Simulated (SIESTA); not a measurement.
BiTe: equation of state with PBEsol

BiTe:

```xyz
2
Lattice="0.0000 3.2350 3.2350 3.2350 0.0000 3.2350 3.2350 3.2350 0.0000" Properties=species:S:1:pos:R:3 pbc="T T T"
Bi    0.0000    0.0000    0.0000
Te    3.2350    3.2350    3.2350
```

```json
{
 "Program": "SIESTA 5.4.2",
 "Task": "equation of state",
 "Functional": "PBEsol",
 "Potentials or basis": "PseudoDojo 0.4 standard (PBEsol files)",
 "Basis": "DZP (energy shift 0.003 Ry; two zetas on semicore shells)",
 "Grid cutoff": "500 Ry",
 "Energy shift": "0.003 Ry",
 "k mesh": "7 × 7 × 7",
 "Occupations": "fermi-dirac, width 0.05 eV",
 "Spin": "no spin polarisation"
}
```

The equilibrium volume is 33.28 Å³/atom, the bulk modulus is 52 GPa and the pressure derivative of the bulk modulus is 6.7 (rough: it moves with the points fitted).

Energy against volume, from the lowest point:
```tsv
volume (Å³/atom)	energy (meV/atom)
31.824	11.93
32.501	3.50
33.178	0.00
33.855	2.19
34.532	7.21
35.209	15.81
35.886	27.69
```

All runs of the series together: 3.1 min on 1 thread of Arm Neoverse V1, with other jobs on the host.

Caveat: the basis of atomic orbitals isn't converged, which shifts pressures, moduli and gaps.
